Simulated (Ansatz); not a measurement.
**Al2As (CdCl2 type): a single-point run**

Wanted: a converged single-point run for Al2As (CdCl2 type), and a check of what comes out. The structure is shown as the input types it.

Computed with Ansatz 0.2.0 (DFT, PBEsol, all-electron LAPW, scalar-relativistic, unless a step's input says otherwise).

**1. The structure to begin with**

It takes space group R-3m (No. 166, trigonal). The conventional cell has a = 3.577 Å, b = 3.577 Å, c = 15.553 Å, α = 90.00°, β = 90.00°, γ = 120.00°. Around As (site symmetry -3m) lie 6 Al at 2.59 Å. Al (site symmetry 3m) is surrounded by 3 As at 2.59 Å and 3 Al at 2.91 Å.

Coordinates:

```xyz
3
Lattice="1.7884 -1.0325 5.1842 0.0000 2.0651 5.1842 -1.7884 -1.0325 5.1842" Properties=species:S:1:pos:R:3 pbc="T T T"
As    0.0000    0.0000    0.0000
Al    0.0000    0.0000    3.6143
Al    0.0000    0.0000   11.9382
```

**2. The calculation**

Input file input.yaml:

```yaml
crystal:
  lattice:
    - [1.788406405, -1.0325369194, 5.1841926024]
    - [0.0, 2.0650738386, 5.1841926024]
    - [-1.788406405, -1.0325369194, 5.1841926024]
  atoms:
    - { symbol: As, position: [0.0, 0.0, 0.0] }
    - { symbol: Al, position: [0.2323951235, 0.2323951235, 0.2323951235] }
    - { symbol: Al, position: [0.7676048765, 0.7676048765, 0.7676048765] }
kpoints:
  mp_grid: { grid: [13, 13, 13] }
  band_path:
    path:
      - [0.0, 0.0, 0.0]
      - [0.5, 0.5, 0.5]
      - [0.8068874752, 0.1931125248, 0.5]
      - [0.5, -0.1931125248, 0.1931125248]
      - [0.5, 0.0, 0.0]
      - [0.0, 0.0, 0.0]
      - [0.3465562624, -0.3465562624, 0.0]
      - [0.6534437376, 0.0, 0.3465562624]
      - [0.5, 0.0, 0.5]
    npoints: 14
scf:
  occupations: { method: fermi_dirac, width: 0.05 }
  max_iter: 75
hamiltonian:
  xc: pbesol
  pseudopotentials: { kind: all_electron, lapw: { basis_error: 0.0005 } }
output:
  forces: true
  stress: true
  eigenvalues: true
  populations: true
total_charge: 0.5
```

Started as:

```sh
> ansatz run input.yaml --threads 1 --pin off --max-ram 3072MiB --backend cpu --events-out ev --progress --plain --runs-dir out
```

What happens when this is run?

The run converged and reported no error. Convergence says nothing about whether the input makes sense.

In the input, total_charge is 0.5. The typed charge changes the electron count, so this is no longer the system that was meant.

To check: delete total_charge (the default then holds).
